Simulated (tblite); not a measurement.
**GFN1-xTB run of CH3BOS (SMILES BSC=O)**

What is the energy difference between two shapes of CH3BOS at GFN1-xTB? Input form: a Python script.

Program for the calculation: tblite 0.8.0.

34 further runs of the same task are left out: 34 set aside as unsound or not needed.

## Step 1: The structure to begin with

The species is CH3BOS (7 atoms), meant as a singlet with charge 0. As SMILES, `BSC=O`. The shape was relaxed beforehand at GFN1-xTB. This is one conformer, not always the lowest.

Bond lengths: B1–S2 1.780 Å, S2–C3 1.764 Å, C3–O4 1.193 Å, B1–H5 1.179 Å, B1–H6 1.180 Å, C3–H7 1.104 Å. Angles: B1–S2–C3 104.1°, S2–C3–O4 125.7°, S2–B1–H5 122.7°, S2–B1–H6 115.9°, S2–C3–H7 110.5°, O4–C3–H7 123.8°, H5–B1–H6 121.4°.

## Step 2: Vibrational wavenumbers at GFN1-xTB

Contents of start.xyz:

```xyz
7

B      0.282314    -0.341903    -1.317352
S     -1.085653     0.054037    -0.250215
C     -0.335380     0.347711     1.319496
O      0.831493     0.276590     1.557152
H      1.399094    -0.366907    -0.938840
H      0.008447    -0.580539    -2.440530
H     -1.100316     0.611001     2.070300
```

Contents of run.py:

```python
# GFN1-xTB harmonic vibrations
import json
import numpy as np
from tblite.interface import Calculator
from tblite.interface import symbols_to_numbers
from ase.data import atomic_masses

symbols = list(map(str, np.loadtxt("start.xyz", skiprows=2, usecols=0, dtype=str, ndmin=1)))
numbers = np.array(symbols_to_numbers(symbols))
positions = np.loadtxt("start.xyz", skiprows=2, usecols=(1, 2, 3), ndmin=2) / 0.52917721

xtb = Calculator("GFN1-xTB", numbers, positions, charge=0, uhf=0)
xtb.set("verbosity", 0)
xtb.set("accuracy", 0.01)
wfn = xtb.singlepoint()
h = 0.005  # bohr
n = positions.size
H, D = np.zeros((n, n)), np.zeros((n, 3))
for a in range(n):
    g, d = [], []
    for sign in (1, -1):
        x = positions.ravel().copy()
        x[a] += sign * h
        xtb.update(x.reshape(-1, 3))
        y = xtb.singlepoint()
        g.append(y.get('gradient').ravel())
        d.append(y.get('dipole'))
    H[a], D[a] = (g[0] - g[1]) / (2 * h), (d[0] - d[1]) / (2 * h)
mass = np.repeat(atomic_masses[numbers], 3)
H = (H + H.T) / 2 / np.sqrt(np.outer(mass, mass))
# project out translations and rotations
com = positions - atomic_masses[numbers] @ positions / atomic_masses[numbers].sum()
T = [np.tile(v, len(numbers)) for v in np.eye(3)] + [np.cross(com, v).ravel() for v in np.eye(3)]
U, sv, _ = np.linalg.svd((np.array(T) * np.sqrt(mass)).T)
Q = U[:, (sv > 1e-3 * sv.max()).sum():]
w, V = np.linalg.eigh(Q.T @ H @ Q)
freq = np.sign(w) * np.sqrt(np.abs(w)) * 5140.487
inten = (((Q @ V).T / np.sqrt(mass)) @ D) ** 2
inten = inten.sum(axis=1) * 974.88
print(f"E = {wfn.get('energy'):.8f} Eh, max gradient {np.abs(wfn.get('gradient')).max():.2e} Eh/bohr")
print("mode   frequency/cm^-1   IR/(km/mol)")
for i, (v, s) in enumerate(zip(freq, inten), 1):
    print(f"{i:4d} {v:14.2f} {s:14.3f}")
zpe = freq[freq > 0].sum() / 2 / 219474.63
print(f"imaginary modes: {(freq < -10).sum()}, zero-point energy {zpe:.6f} Eh = {zpe * 627.5095:.4f} kcal/mol")
out = {k: np.asarray(wfn.get(k)).tolist() for k in ("energy", "gradient", "charges", "dipole", "orbital-energies", "orbital-occupations")}
out.update(symbols=symbols, positions=(positions * 0.529177210903).tolist(), frequencies=freq.tolist(), intensities=inten.tolist(), zpe=zpe)
json.dump(out, open("results.json", "w"))
```

Run with:

```bash
python run.py
```

The log of the run:

```text
E = -13.49855810 Eh, max gradient 2.27e-05 Eh/bohr
mode   frequency/cm^-1   IR/(km/mol)
   1         144.95         27.745
   2         223.48          5.184
   3         359.06          0.309
   4         504.00         12.495
   5         761.30         99.570
   6         799.69          6.921
   7         834.77         69.636
   8         857.76         29.676
   9         905.92          0.161
  10        1177.93         91.061
  11        1365.22         47.267
  12        1804.55        486.066
  13        2567.68         90.561
  14        2616.42        112.334
  15        2888.71         71.728
imaginary modes: 0, zero-point energy 0.040577 Eh = 25.4627 kcal/mol
```

Wall time 0.55 s (1 thread of Intel Xeon at 2.70GHz, shared host).

## Step 3: The distorted shape: energy and forces at GFN1-xTB

Contents of run.py:

```python
import json
import numpy as np
from tblite.interface import Calculator

symbols = ["B", "S", "C", "O", "H", "H", "H"]
numbers = np.array([5, 16, 6, 8, 1, 1, 1])
positions = np.array([  # bohr
    [0.187315, -0.627504, -2.575876],
    [-2.376892, 0.115498, -0.569951],
    [-0.931062, 0.674139, 2.431067],
    [1.597026, 0.510717, 2.927545],
    [2.224818, -0.634874, -1.746438],
    [-0.291957, -1.081209, -4.674474],
    [-2.387531, 1.171099, 3.819637],
])

calc = Calculator("GFN1-xTB", numbers, positions, charge=0, uhf=0)
calc.set("verbosity", 0)
calc.set("accuracy", 0.1)
calc.add("spin-polarization", 1.0)
result = calc.singlepoint()

print(f"E(total): {result.get('energy'):.8f} Eh")
eps = np.atleast_2d(result.get("orbital-energies")) * 27.211386
occ = np.atleast_2d(result.get("orbital-occupations"))
filled = occ.sum(axis=0) if eps.shape[0] == 1 else occ[0]
homo = np.nonzero(filled > 0.5)[0].max()
print(f"HOMO {eps[0, homo]:.4f} eV")
if homo + 1 < eps.shape[1]:
    print(f"LUMO {eps[0, homo + 1]:.4f} eV, gap {eps[0, homo + 1] - eps[0, homo]:.4f} eV")
mu = result.get("dipole") * 2.541746
print(f"dipole: {np.linalg.norm(mu):.4f} D, components " + " ".join(f"{c:.4f}" for c in mu))
q = result.get("charges")
g = result.get("gradient")
print("atom     charge      dE/dx        dE/dy        dE/dz   (Eh/bohr)")
for i, s in enumerate(symbols):
    print(f"{s:<2}{i + 1:<3} {q[i]:9.4f} {g[i, 0]:12.7f} {g[i, 1]:12.7f} {g[i, 2]:12.7f}")
print(f"gradient norm {np.linalg.norm(g):.6f} Eh/bohr")
out = {k: np.asarray(result.get(k)).tolist() for k in ("energy", "gradient", "charges", "dipole", "orbital-energies", "orbital-occupations")}
out.update(symbols=symbols, positions=(positions * 0.529177210903).tolist())
json.dump(out, open("results.json", "w"))
```

Run with:

```bash
python run.py
```

The log of the run:

```text
E(total): -13.46329179 Eh
HOMO -12.6145 eV
LUMO -9.4424 eV, gap 3.1721 eV
dipole: 3.8753 D, components -3.6093 0.0717 -1.4090
atom     charge      dE/dx        dE/dy        dE/dz   (Eh/bohr)
B 1      0.2657   -0.0030508   -0.0002420   -0.0024467
S 2     -0.0884   -0.0059852   -0.0057147   -0.0271465
C 3      0.3825   -0.1419225    0.0139324   -0.0074681
O 4     -0.4996    0.1691819   -0.0112786    0.0317778
H 5     -0.0443   -0.0080722    0.0011361    0.0011465
H 6     -0.0664    0.0010565    0.0013843    0.0064138
H 7      0.0505   -0.0112077    0.0007825   -0.0022768
gradient norm 0.226308 Eh/bohr
```

It took 0.24 s on 1 thread of Intel Xeon at 2.70GHz, shared host.

## Step 4: Outcome

Level: GFN1-xTB.

| quantity | value |
| --- | --- |
| first shape: total energy | -13.49856 Eh |
| first shape: dipole moment | 2.72 D |
| first shape: HOMO energy | -12.37 eV |
| first shape: LUMO energy | -8.48 eV |
| first shape: HOMO–LUMO gap | 3.89 eV |
| first shape: largest force on an atom | 0.002 eV/Å |
| first shape: lowest harmonic wavenumber | 145 cm⁻¹ |
| first shape: highest harmonic wavenumber | 2889 cm⁻¹ |
| first shape: zero-point energy | 106.5 kJ/mol |
| distorted shape: total energy | -13.46329 Eh |
| distorted shape: dipole moment | 3.88 D |
| distorted shape: HOMO energy | -12.61 eV |
| distorted shape: LUMO energy | -9.44 eV |
| distorted shape: HOMO–LUMO gap | 3.17 eV |
| distorted shape: largest force on an atom | 8.871 eV/Å |
| energy change with the atoms displaced | 0.960 eV |

With the atoms displaced the energy rises by 0.96 eV (92.6 kJ/mol). All 15 modes (first shape) are real, so the shape is a minimum at this level. Mulliken charges (first shape) run from -0.46 on O4 to +0.43 on C3.
